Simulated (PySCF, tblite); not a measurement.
**C₄H₄N₂O: geometry, infrared bands, NMR shifts and spin-spin couplings**

Wanted: the infrared bands, NMR shifts and spin-spin couplings of C₄H₄N₂O (`C=Cc1nnco1`), by calculation.

Programs: tblite 0.8.0 and PySCF 2.14.0, with density-fitted response routines of our own. Each step states its level of theory. These are calculated values for one molecule in the gas phase, unless marked as measured. Atoms count from 0, in the outputs and in this text.

### 1 Starting geometry

11 atoms, charge 0, multiplicity 1; geometry from: force field or distance geometry start.

Bonds of the start (Å): C0–C1 1.33, C1–C2 1.44, C2–N3 1.32, N3–N4 1.38, N4–C5 1.30, C5–O6 1.35, O6–C2 1.38, C0–H7 1.09, C0–H8 1.09, C1–H9 1.08, C5–H10 1.08.

### 2 Optimising the geometry with GFN2-xTB

What the job is given:

```
{"job": {"kind": "relax", "xc": "GFN2-xTB", "basis": "xTB"}, "charge": 0, "multiplicity": 1}
C     -2.005000     0.527200     0.174200
C     -1.193000    -0.233300    -0.557200
C      0.219200    -0.296100    -0.296600
N      1.088200    -1.018500    -0.978600
N      2.333700    -0.802500    -0.418600
C      2.143500     0.055300     0.541500
O      0.853600     0.432100     0.691800
H     -1.656900     1.159700     0.995700
H     -3.072300     0.544300    -0.040500
H     -1.576400    -0.851500    -1.352200
H      2.870800     0.486000     1.214400
```

On the command line:

```bash
$ OMP_NUM_THREADS=1 python probes_run.py task.json out
```

One launch serves the whole session: the jobs run in the order shown.

**Question.** This job is followed by: GFN2-xTB harmonic vibrations, gas phase; GIAO PBE0/pcSseg-1 NMR shielding, non-relativistic, gas phase; B3LYP/pcJ-1 indirect spin-spin coupling, non-relativistic, gas phase. What will the session give for the following? strongest single infrared mode (GFN2-xTB); zero-point energy (GFN2-xTB); 13C shifts against TMS (PBE0/pcSseg-1); 1H shifts against TMS (PBE0/pcSseg-1); 15N shifts against NH3 (PBE0/pcSseg-1); 17O shifts against H2O (PBE0/pcSseg-1); largest coupling of the table (B3LYP/pcJ-1).

The runs gave:

| quantity | value |
| --- | --- |
| strongest single infrared mode (GFN2-xTB) | 1287 cm⁻¹, 84 km/mol |
| zero-point energy (GFN2-xTB) | 48.4 kcal/mol |
| 13C shifts against TMS (PBE0/pcSseg-1) | 171.6, 157.4, 130.5, 130.4 ppm |
| 1H shifts against TMS (PBE0/pcSseg-1) | 8.20, 7.24, 6.64, 6.06 ppm |
| 15N shifts against NH3 (PBE0/pcSseg-1) | 358.4, 357.6 ppm |
| 17O shifts against H2O (PBE0/pcSseg-1) | 316.0 ppm |
| largest coupling of the table (B3LYP/pcJ-1) | 1J(C,H) C5–H10, 241.5 Hz |

In words: The optimisation took 14 steps and gained 0.095 eV; among the close pairs (by a distance rule), N3–N4 changed most, from 1.383 to 1.343 Å. No mode is imaginary among the 27: a minimum at this level. The strongest single mode, at 1287 cm⁻¹, has its largest shares on C2, N3 and C1 (the list is cut at 3 atoms). GFN2-xTB is a fitted tight-binding method: band positions and strengths are rough. Its intensities can rank the bands wrongly. NICS(1)zz of -27 ppm above the planar ring from C2 marks a diatropic (aromatic) ring current. In the run at B3LYP/pcJ-1, the largest coupling of the table is C5–H10, 241.5 Hz, of which the Fermi-contact term gives 241.0 Hz. Couplings across rotatable bonds belong to this one conformer; where others are populated, the observed values are averages.
